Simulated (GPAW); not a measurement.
Wanted: an ASE script for a GPAW 26.7.0 run.

* Task: density of states
* Functional: PBE
* Potentials or basis: GPAW PAW data sets (gpaw-data 1.2.1)
* Cutoff: 800 eV
* Basis: pw
* k mesh: 9 × 9 × 6
* Occupations: fermi-dirac, width 0.05 eV
* Spin: no spin polarisation
* Hubbard terms: Ta d U = 3 eV
* Maxiter: 150
* k mesh for the DOS: 13 × 13 × 9
* Dos width: 0.2 eV

The structure of TaO lies in POSCAR:

```
TaO
1.0
    3.0661116177      0.0000000000      0.0000000000
   -1.5330558089      2.6553305518      0.0000000000
    0.0000000000      0.0000000000      3.8550200000
Ta O
1 1
Direct
    0.0000000000      0.0000000000      0.5000000000
    0.0000000000      0.0000000000      0.0000000000
```

The cell was built by a generator and needn't be a form met in nature.

These files were run (other wordings do the same):

run.py

```python
import numpy as np
from ase.dft.bandgap import bandgap
from ase.io import read, write
from ase.units import GPa
from gpaw import GPAW, PW

atoms = read('POSCAR')

calc = GPAW(mode=PW(800),
            xc='PBE',
            kpts={'size': (9, 9, 6), 'gamma': True},
            occupations={'name': 'fermi-dirac', 'width': 0.05},
            setups={'Ta': ':d,3.0'},
            nbands=20,
            convergence={'density': 1e-05, 'energy': 1e-05},
            maxiter=150,
            txt='gpaw.txt')
atoms.calc = calc
energy = atoms.get_potential_energy()
forces = atoms.get_forces()
stress = atoms.get_stress()
calc.write('gs.gpw')
write('result.traj', atoms)
print(f'Energy: {energy:.6f} eV')
print('Forces (eV/A):')
print(forces.round(4))
print('Stress (GPa):', (stress / GPa).round(3))
print('Fermi level:', round(calc.get_fermi_level(), 4), 'eV')
print(f'Gap: {bandgap(calc)[0]:.4f} eV, direct: {bandgap(calc, direct=True)[0]:.4f} eV')

dense = calc.fixed_density(kpts={'size': (13, 13, 9), 'gamma': True}, update_fermi_level=True,
                           nbands=31, convergence={'bands': 'CBM+6.0', 'eigenstates': 1e-6}, txt='dos.txt')
ef = dense.get_fermi_level()
dos = dense.dos(shift_fermi_level=False)
energies = np.linspace(ef - 14, ef + 6, 401)
spins = [None]
columns = [energies] + [dos.raw_dos(energies, spin=s, width=0.2) for s in spins]
for symbol, l in [('O', 0), ('O', 1), ('Ta', 0), ('Ta', 1), ('Ta', 2)]:
    for s in spins:
        columns.append(sum(dos.raw_pdos(energies, a=a.index, l=l, spin=s, width=0.2)
                           for a in atoms if a.symbol == symbol))
np.savetxt('dos.dat', np.array(columns).T, fmt='%.4f')
print('Fermi level on the dense mesh:', round(ef, 4), 'eV')
```

Potentials or basis: GPAW PAW data sets (gpaw-data 1.2.1), pw.

Run with:

```bash
$ OMP_NUM_THREADS=1 python run.py
```

Results of the run:

```yaml
Pressure: 5.8 GPa
Band_gap_on_the_k_mesh: none (metal or under the smearing width)
Density_of_states_at_the_Fermi_level: 1.57 states/eV per cell
```

Caveat: an odd number of electrons without spin polarisation forces a metal; a magnetic or distorted state may lie lower; U without spin polarisation on a metal has little footing.

It took 64 s on 1 thread of Arm Neoverse V2 (shared host), peak memory 0.32 GiB.
